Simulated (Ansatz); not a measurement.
# CH7BClNSi: the cost of one run

Program: Ansatz 0.2.0. Level of theory: RKS r2SCAN/def2-SVP. These are calculated values, not measurements.

### Step 1. The system as given

Bond lengths: N1–C2 1.445 Å, C2–B3 1.569 Å, B3–Si4 1.952 Å, Si4–Cl5 2.077 Å, N1–H6 1.123 Å, N1–H7 1.034 Å, C2–H8 1.075 Å, C2–H9 1.071 Å, B3–H10 1.231 Å, Si4–H11 1.539 Å, Si4–H12 1.434 Å. Angles (14 of 18 angles, heavy atoms first): N1–C2–B3 108.1°, C2–B3–Si4 123.7°, B3–Si4–Cl5 110.2°, N1–C2–H8 109.8°, N1–C2–H9 110.3°, B3–C2–H8 108.9°, B3–C2–H9 110.0°, C2–N1–H6 105.6°, C2–N1–H7 111.8°, C2–B3–H10 119.1°, Si4–B3–H10 117.1°, B3–Si4–H11 104.2°, B3–Si4–H12 111.1°, Cl5–Si4–H11 108.4°.

Structure file:

```xyz
12

N    -0.1970    1.7964    0.8457
C    -0.7999    0.5284    0.5054
B     0.3411   -0.5444    0.4132
Si    0.8097   -1.4896   -1.2287
Cl    1.2213   -0.1318   -2.7449
H    -1.0216    2.5544    0.7610
H     0.0780    1.8354    1.8415
H    -1.4915    0.2355    1.2740
H    -1.3115    0.5997   -0.4327
H     1.0375   -0.7647    1.4043
H    -0.4700   -2.2589   -1.6000
H     1.8810   -2.4154   -1.0047
```

### Step 2. Relaxing end A

File input.yaml:

```yaml
crystal:
  periodic: [false, false, false]
  atoms:
    - { symbol: "N", position_ang: [-0.197, 1.7964, 0.8457] }
    - { symbol: C, position_ang: [-0.7999, 0.5284, 0.5054] }
    - { symbol: B, position_ang: [0.3411, -0.5444, 0.4132] }
    - { symbol: Si, position_ang: [0.8097, -1.4896, -1.2287] }
    - { symbol: Cl, position_ang: [1.2213, -0.1318, -2.7449] }
    - { symbol: H, position_ang: [-1.0216, 2.5544, 0.761] }
    - { symbol: H, position_ang: [0.078, 1.8354, 1.8415] }
    - { symbol: H, position_ang: [-1.4915, 0.2355, 1.274] }
    - { symbol: H, position_ang: [-1.3115, 0.5997, -0.4327] }
    - { symbol: H, position_ang: [1.0375, -0.7647, 1.4043] }
    - { symbol: H, position_ang: [-0.47, -2.2589, -1.6] }
    - { symbol: H, position_ang: [1.881, -2.4154, -1.0047] }
basis:
  gaussian: { orbitals: def2-SVP }
hamiltonian:
  xc: r2scan
relax:
  f_tol: 0.015
  max_steps: 40
```

Launch:

```console
$ ansatz run input.yaml --threads 2 --pin off --max-ram 3072MiB --backend cpu --events-out ev --progress --plain --runs-dir out
```

Q: Estimate wall time and peak memory on 2 threads of Intel Xeon Platinum 8175M at 2.50GHz (Skylake/Cascade Lake), shared host.

About 3.5 min, with a peak of 0.23 GiB.
